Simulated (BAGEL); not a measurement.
# C2H2BrN (bromoacetonitrile): HF/STO-3G (density fitting with qzvpp-jkfit)

What is the energy change on altering one bond length of C2H2BrN (bromoacetonitrile) at HF/STO-3G (density fitting with qzvpp-jkfit)? 

The calculation is run with BAGEL 1.2.2.

7 further runs of the same task are left out: 6 that didn't finish, 1 set aside as unsound or not needed. Runs told in other sessions of the task aren't counted.

## Step 1: Starting point

C2H2BrN: 6 atoms, total charge 0, spin state singlet. As SMILES, `N#CCBr`. The shape is that of a PBE0-D4/def2-TZVP optimisation.

Bond lengths: N1–C2 1.149 Å, C2–C3 1.444 Å, C3–Br4 1.940 Å, C3–H5 1.088 Å, C3–H6 1.088 Å. Angles: N1–C2–C3 179.0°, C2–C3–Br4 111.4°, C2–C3–H5 110.5°, C2–C3–H6 110.5°, Br4–C3–H5 107.2°, Br4–C3–H6 107.2°, H5–C3–H6 109.9°.

## Step 2: The energy at HF/STO-3G (density fitting with qzvpp-jkfit)

calc.json

```json
{ "bagel": [

{
  "title": "molecule",
  "basis": "sto-3g",
  "df_basis": "qzvpp-jkfit",
  "angstrom": "true",
  "geometry": [
    { "atom": "N", "xyz": [       0.466200,      -1.957100,       0.836200 ] },
    { "atom": "C", "xyz": [       0.272900,      -0.905000,       0.416300 ] },
    { "atom": "C", "xyz": [       0.051500,       0.425400,      -0.099600 ] },
    { "atom": "Br", "xyz": [      -1.556700,       0.505200,      -1.181800 ] },
    { "atom": "H", "xyz": [       0.881600,       0.732400,      -0.733000 ] },
    { "atom": "H", "xyz": [      -0.073400,       1.135200,       0.715800 ] }
  ]
},

{ "title": "hf" },

{ "title": "print", "file": "orbitals.molden", "orbitals": "true" }

]}
```

On the command line:

```bash
BAGEL_NUM_THREADS=1 BAGEL calc.json > calc.out
```

The log of the run:

```text
* using 1 threads per process

  ===============================================================
  ===============================================================

  *** Geometry ***

  { "atom" : "N", "xyz" : [      0.880990,     -3.698383,      1.580189 ] },
  { "atom" : "C", "xyz" : [      0.515706,     -1.710202,      0.786693 ] },
  { "atom" : "C", "xyz" : [      0.097321,      0.803889,     -0.188217 ] },
  { "atom" : "Br", "xyz" : [     -2.941737,      0.954690,     -2.233278 ] },
  { "atom" : "H", "xyz" : [      1.665983,      1.384035,     -1.385169 ] },
  { "atom" : "H", "xyz" : [     -0.138706,      2.145217,      1.352666 ] },

  Number of auxiliary basis functions:      529

  Since a DF basis is specified, we compute 2- and 3-index integrals:
    o Being stored without compression. Storage requirement is 0.005 GB

  Number of basis functions:       35
  Number of electrons      :       56

    * METHOD: MOLECULE                             0.18

  *** RHF ***

  === Nuclear Repulsion ===
   198.7248853304

      * DIIS with orbital gradients will be used.

  === RHF iteration (sto-3g) ===
      0      -2674.17043374          0.02421447           0.03
      1      -2674.23538774          0.02128380           0.03
      2      -2674.35061934          0.00165581           0.03
      3      -2674.35192466          0.00043931           0.03
      4      -2674.35208902          0.00009200           0.03
      5      -2674.35209590          0.00001521           0.03
      6      -2674.35209612          0.00000475           0.03
      7      -2674.35209614          0.00000239           0.03
      8      -2674.35209614          0.00000103           0.03
      9      -2674.35209615          0.00000037           0.03
     10      -2674.35209615          0.00000010           0.03
     11      -2674.35209615          0.00000004           0.03
     12      -2674.35209615          0.00000001           0.03
     13      -2674.35209615          0.00000000           0.03
    * SCF iteration converged.

    * Permanent dipole moment:
           (   -0.239160,    -1.014574,     0.124471) a.u.

    * METHOD: HF                                   0.49

    * METHOD: PRINT                                0.00

  ===============================================================
```

It took 0.8 s on 1 thread of Arm Neoverse V2, shared host.

## Step 3: The distorted shape

input.json

```json
{ "bagel": [

{
  "title": "molecule",
  "basis": "sto-3g",
  "df_basis": "qzvpp-jkfit",
  "angstrom": true,
  "geometry": [
    { "atom": "N", "xyz": [    0.576900,   -2.622301,    1.094150 ] },
    { "atom": "C", "xyz": [    0.383600,   -1.570201,    0.674250 ] },
    { "atom": "C", "xyz": [    0.051500,    0.425400,   -0.099600 ] },
    { "atom": "Br", "xyz": [   -1.556700,    0.505200,   -1.181800 ] },
    { "atom": "H", "xyz": [    0.881600,    0.732400,   -0.733000 ] },
    { "atom": "H", "xyz": [   -0.073400,    1.135200,    0.715800 ] }
  ]
},
{
  "title": "hf"
},
{
  "title": "print",
  "file": "orbitals.molden",
  "orbitals": true
}

]}
```

On the command line:

```bash
BAGEL_NUM_THREADS=1 BAGEL input.json > input.out
```

The log of the run:

```text
* using 1 threads per process

  ===============================================================
  ===============================================================

  *** Geometry ***

  { "atom" : "N", "xyz" : [      1.090183,     -4.955431,      2.067644 ] },
  { "atom" : "C", "xyz" : [      0.724899,     -2.967250,      1.274148 ] },
  { "atom" : "C", "xyz" : [      0.097321,      0.803889,     -0.188217 ] },
  { "atom" : "Br", "xyz" : [     -2.941737,      0.954690,     -2.233278 ] },
  { "atom" : "H", "xyz" : [      1.665983,      1.384035,     -1.385169 ] },
  { "atom" : "H", "xyz" : [     -0.138706,      2.145217,      1.352666 ] },

  Number of auxiliary basis functions:      529

  Since a DF basis is specified, we compute 2- and 3-index integrals:
    o Being stored without compression. Storage requirement is 0.005 GB

  Number of basis functions:       35
  Number of electrons      :       56

    * METHOD: MOLECULE                             0.18

  *** RHF ***

  === Nuclear Repulsion ===
   179.4733479149

      * DIIS with orbital gradients will be used.

  === RHF iteration (sto-3g) ===
      0      -2674.02621291          0.02276510           0.03
      1      -2674.07283168          0.02235971           0.03
      2      -2674.19999171          0.00309391           0.03
      3      -2674.20375494          0.00125566           0.03
      4      -2674.20485844          0.00025181           0.03
      5      -2674.20491934          0.00003870           0.03
      6      -2674.20492074          0.00000577           0.03
      7      -2674.20492076          0.00000243           0.03
      8      -2674.20492076          0.00000092           0.03
      9      -2674.20492076          0.00000021           0.03
     10      -2674.20492076          0.00000005           0.03
     11      -2674.20492076          0.00000002           0.03
     12      -2674.20492076          0.00000000           0.03
    * SCF iteration converged.

    * Permanent dipole moment:
           (   -0.021134,    -1.703740,     0.459825) a.u.

    * METHOD: HF                                   0.46

    * METHOD: PRINT                                0.00

  ===============================================================
```

Run time: 0.76 s. Hardware: 1 thread of Arm Neoverse V2, shared host.

## Step 4: Outcome

At HF/STO-3G (density fitting with qzvpp-jkfit):

| quantity | value |
| --- | --- |
| first shape: total energy | -2674.35210 Eh |
| first shape: dipole moment | 2.67 D |
| first shape: HOMO energy | -9.16 eV |
| first shape: LUMO energy | 7.14 eV |
| first shape: HOMO–LUMO gap | 16.30 eV |
| distorted shape: total energy | -2674.20492 Eh |
| distorted shape: dipole moment | 4.49 D |
| distorted shape: HOMO energy | -9.35 eV |
| distorted shape: LUMO energy | 3.94 eV |
| distorted shape: HOMO–LUMO gap | 13.29 eV |
| energy change with the C2–C3 bond stretched from 1.444 to 2.166 Å | 4.005 eV |

With the C2–C3 bond stretched from 1.444 to 2.166 Å the energy rises by 4.00 eV (92 kcal/mol). The first shape isn't relaxed at this level, so the change isn't measured from a minimum. The minimal basis adds a large error of its own.
